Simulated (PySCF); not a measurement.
# GeCl2 (SMILES [Cl][Ge][Cl]): B2PLYP/STO-3G

What is the vertical ionisation energy of GeCl2 at B2PLYP/STO-3G? The job is set up through a Python script.

The calculation is run with PySCF 2.14.0.

4 further runs of the same task are left out: 4 set aside as unsound or not needed.

## Step 1: The molecule

GeCl2 has 3 atoms, charge 0, and is taken as a singlet. As SMILES, `[Cl][Ge][Cl]`. The shape comes from GFN2-xTB, which is rough for such elements, and wasn't checked as a minimum.

Bond lengths: Ge1–Cl2 2.162 Å, Ge1–Cl3 2.162 Å. Angles: Cl2–Ge1–Cl3 99.5°.

## Step 2: A single-point energy at B2PLYP/STO-3G

job.py

```python
from pyscf import gto, dft, mp

mol = gto.M(
    atom='''
Ge     0.009241    -0.013436    -1.759675
Cl     3.113966    -0.035565     0.897110
Cl    -3.123207     0.049001     0.862565
''',
    unit='bohr',
    verbose=3,
    max_memory=1860,
    basis='sto-3g',
)

mf = dft.RKS(mol, xc='0.53*HF + 0.47*B88, 0.73*LYP')
mf.conv_tol = 1e-10
mf.grids.level = 5
mf.kernel()
if not mf.converged:
    mf = mf.newton().run(mf.mo_coeff, mf.mo_occ)

pt = mp.MP2(mf, frozen=19).run()
etot = mf.e_tot + 0.27 * pt.e_corr
print('PT2 part  %.8f' % (0.27 * pt.e_corr))
print('E(%s) = %.9f' % ('B2PLYP', etot))
```

Command:

```sh
$ OMP_NUM_THREADS=1 python job.py
```

The program printed:

```text
converged SCF energy = -2962.83234937184
E(RMP2) = -2962.89033820939  E_corr = -0.0579888375510176
E(SCS-RMP2) = -2962.89328186331  E_corr = -0.0609324914677322
PT2 part  -0.01565699
E(B2PLYP) = -2962.848006358
```

Run time: 4.5 s. Hardware: 1 thread of Arm Neoverse V1, shared host; peak memory 0.26 GiB.

## Step 3: The doublet cation

calc.py

```python
from pyscf import gto, dft, mp

mol = gto.M(
    atom='''
Ge     0.009241    -0.013436    -1.759675
Cl     3.113966    -0.035565     0.897110
Cl    -3.123207     0.049001     0.862565
''',
    unit='bohr',
    basis='sto-3g',
    verbose=4,
    max_memory=1860,
    charge=1,
    spin=1,
)

mf = dft.UKS(mol)
mf.xc = '0.53*HF + 0.47*B88, 0.73*LYP'
mf.conv_tol = 1e-10
mf.grids.level = 5
mf.kernel()
if not mf.converged:
    mf = mf.newton().run(mf.mo_coeff, mf.mo_occ)

pt = mp.MP2(mf, frozen=19).run()
e_final = mf.e_tot + 0.27 * pt.e_corr
print('PT2 part  %.8f' % (0.27 * pt.e_corr))
print('Final energy', e_final)
```

Command:

```sh
$ OMP_NUM_THREADS=1 python calc.py
```

The program printed:

```text
PySCF version 2.14.0

[INPUT] num. atoms = 3
[INPUT] num. electrons = 65
[INPUT] charge = 1
[INPUT] spin (= nelec alpha-beta = 2S) = 1
[INPUT] symmetry False subgroup None
[INPUT] Mole.unit = bohr
[INPUT] Symbol           X                Y                Z      unit          X                Y                Z       unit  Magmom
[INPUT]  1 Ge     0.004890126606  -0.007110025006  -0.931179908626 AA    0.009241000000  -0.013436000000  -1.759675000000 Bohr   0.0
[INPUT]  2 Cl     1.647839842780  -0.018820187506   0.474730167688 AA    3.113966000000  -0.035565000000   0.897110000000 Bohr   0.0
[INPUT]  3 Cl    -1.652729969386   0.025930212512   0.456449740937 AA   -3.123207000000   0.049001000000   0.862565000000 Bohr   0.0

nuclear repulsion = 312.606039871129
number of shells = 18
number of NR pGTOs = 108
number of NR cGTOs = 36
basis = sto-3g
ecp = {}

******** <class 'pyscf.dft.uks.UKS'> ********
method = UKS
initial guess = minao
damping factor = 0
level_shift factor = 0
DIIS = <class 'pyscf.scf.diis.CDIIS'>
diis_start_cycle = 1
diis_space = 8
diis_damp = 0
SCF conv_tol = 1e-10
SCF conv_tol_grad = None
SCF max_cycles = 50
direct_scf = True
direct_scf_tol = 1e-13
number electrons alpha = 33  beta = 32
XC library pyscf.dft.libxc version 7.0.0
    S. Lehtola, C. Steigemann, M. J.T. Oliveira, and M. A.L. Marques.,  SoftwareX 7, 1–5 (2018)
XC functionals = 0.53*HF + 0.47*B88, 0.73*LYP
    A. D. Becke.,  Phys. Rev. A 38, 3098 (1988)
    C. Lee, W. Yang, and R. G. Parr.,  Phys. Rev. B 37, 785 (1988)
    B. Miehlich, A. Savin, H. Stoll, and H. Preuss.,  Chem. Phys. Lett. 157, 200 (1989)
radial grids:
    Treutler-Ahlrichs [JCP 102, 346 (1995); DOI:10.1063/1.469408] (M4) radial grids

becke partition: Becke, JCP 88, 2547 (1988); DOI:10.1063/1.454033
pruning grids: <function nwchem_prune>
grids dens level: 5
symmetrized grids: False
atomic radii adjust function: <function treutler_atomic_radii_adjust>
small_rho_cutoff = 0
Set gradient conv threshold to 1e-05
tot grids = 130832
init E= -2959.76643931452
[... the frontier-level lines of each cycle are left out ...]


cycle= 1 E= -2962.49617488552  delta_E= -2.73  |g|= 0.188  |ddm|= 1.71
cycle= 2 E= -2962.5120592577  delta_E= -0.0159  |g|= 0.103  |ddm|= 0.551
cycle= 3 E= -2962.52268130729  delta_E= -0.0106  |g|= 0.0363  |ddm|=  0.3
cycle= 4 E= -2962.524240024  delta_E= -0.00156  |g|= 0.00404  |ddm|= 0.0874
cycle= 5 E= -2962.52428638835  delta_E= -4.64e-05  |g|= 0.000669  |ddm|= 0.0234
cycle= 6 E= -2962.52428792509  delta_E= -1.54e-06  |g|= 0.000202  |ddm|= 0.0037
cycle= 7 E= -2962.52428819041  delta_E= -2.65e-07  |g|= 8.52e-05  |ddm|= 0.00184
cycle= 8 E= -2962.52428824516  delta_E= -5.47e-08  |g|= 2.16e-05  |ddm|= 0.00111
cycle= 9 E= -2962.5242882478  delta_E= -2.65e-09  |g|= 9.44e-06  |ddm|= 0.000215
cycle= 10 E= -2962.5242882481  delta_E= -2.98e-10  |g|= 4.62e-06  |ddm|= 5.57e-05
cycle= 11 E= -2962.5242882482  delta_E= -9.69e-11  |g|= 4.77e-07  |ddm|= 4.28e-05
Extra cycle  E= -2962.5242882482  delta_E= -4.55e-13  |g|= 2.2e-07  |ddm|= 1.87e-06
converged SCF energy = -2962.5242882482  <S^2> = 0.76104682  2S+1 = 2.0110165

******** <class 'pyscf.mp.ump2.UMP2'> ********
nocc = (np.int64(14), np.int64(13)), nmo = (17, 17)
frozen orbitals 19
E(UMP2) = -2962.59959423811  E_corr = -0.0753059899076771
E(SCS-UMP2) = -2962.59929789965  E_corr = -0.075009651449224
E_corr(same-spin) = -0.0177202343538329
E_corr(oppo-spin) = -0.0575857555538442
PT2 part  -0.02033262
Final energy -2962.5446208654735
```

Run time: 8.4 s. Hardware: 1 thread of Arm Neoverse V1, shared host; peak memory 0.27 GiB.

## Step 4: Outcome

At B2PLYP/STO-3G, 19 core orbitals frozen:

| quantity | value |
| --- | --- |
| singlet GeCl2: total energy | -2962.84801 Eh |
| singlet GeCl2: dipole moment (SCF part) | 2.59 D |
| singlet GeCl2: HOMO energy (SCF part's orbitals) | -6.71 eV |
| singlet GeCl2: LUMO energy (SCF part's orbitals) | 0.55 eV |
| singlet GeCl2: HOMO–LUMO gap (SCF part's orbitals) | 7.27 eV |
| doublet cation: total energy | -2962.54462 Eh |
| doublet cation: HOMO energy (SCF part's orbitals) (highest over α and β) | -15.20 eV |
| doublet cation: LUMO energy (SCF part's orbitals) (lowest over α and β) | -10.04 eV |
| doublet cation: ⟨S²⟩ | 0.761 |
| vertical ionisation energy (to the doublet cation) | 8.256 eV |

In words: Removing an electron at fixed nuclei costs 8.26 eV (190 kcal/mol). −ε(HOMO) before ionisation, 6.71 eV, is 1.54 eV below this ionisation energy. In a minimal basis such a difference can be off by several eV, whatever the method. Mulliken charges (singlet GeCl2) run from -0.34 on Cl2 to +0.68 on Ge1. Mulliken charges (doublet cation) run from -0.05 on Cl3 to +1.09 on Ge1.
